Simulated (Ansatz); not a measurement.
# Cl2GaHSe: basis-set convergence

One table from this session's results is given with a row withheld; the runs are named, their logs left out.

Computed with Ansatz 0.2.0, Gaussian basis. Level: one geometry, several basis sets.

The runs, in order: PBE0-D4/def2-SVP; ωB97M-V/def2-SVP; PBE0-D4/def2-QZVPP; ωB97M-V/def2-QZVPP; the functionals' def2-TZVPP values are taken from earlier runs.

## Structure used throughout

The geometry comes from an earlier relaxation with PBE0-D4 in a triple-zeta def2 set; it is a stationary point.

SMILES `[Cl][Ga]([Cl])[SeH]`, 5 atoms, charge 0, spin multiplicity 1.

Atoms are counted from 1 here; the program's logs count them from 0.

Bond lengths: Cl1–Ga2 2.125 Å, Ga2–Cl3 2.127 Å, Ga2–Se4 2.299 Å, Se4–H5 1.470 Å. Angles: Cl1–Ga2–Cl3 117.8°, Cl1–Ga2–Se4 120.0°, Cl3–Ga2–Se4 122.1°, Ga2–Se4–H5 90.8°.

The first run:

Contents of in.yaml:

```yaml
crystal:
  periodic: [false, false, false]
  atoms:
    - {symbol: Cl, position_ang: [1.565163, -0.816295, 1.955063]}
    - {symbol: Ga, position_ang: [0.270790, -0.384515, 0.326106]}
    - {symbol: Cl, position_ang: [-0.593279, -2.024805, -0.717044]}
    - {symbol: Se, position_ang: [-0.155413, 1.797256, -0.258205]}
    - {symbol: H, position_ang: [-1.037461, 1.354659, -1.347320]}
basis:
  gaussian: {orbitals: def2-SVP}
hamiltonian: {xc: pbe0, dispersion: d4}
output: {orbitals: {seedname: orbitals}}
```

On the command line:

```
$ ansatz run in.yaml --threads 4 --pin off --events-out ev --progress --plain --max-ram 10444MiB
```

Steps of the session up to this table: PBE0-D4 in def2-SVP; ωB97M-V in def2-SVP; PBE0-D4 in def2-QZVPP; ωB97M-V in def2-QZVPP.

One table of the session follows, with a row left open; its other results are not shown here.

It belongs to the step «Density functionals: the series». 

| functional | basis | HOMO (eV) | LUMO (eV) |
| --- | --- | --- | --- |
| PBE0-D4 | def2-SVP | -7.82 | -1.50 |
| PBE0-D4 | def2-TZVPP | -7.94 | -1.68 |
| PBE0-D4 | def2-QZVPP | -7.96 | -1.75 |
| ωB97M-V | def2-SVP | ? | ? |
| ωB97M-V | def2-TZVPP | -10.07 | 0.23 |
| ωB97M-V | def2-QZVPP | -10.10 | 0.04 |

Estimate the missing values for ωB97M-V, def2-SVP.

As computed: HOMO (eV): -9.93; LUMO (eV): 0.50. In the column «HOMO (eV)» it lies between ωB97M-V, def2-TZVPP (-10.07) and PBE0-D4, def2-QZVPP (-7.96).
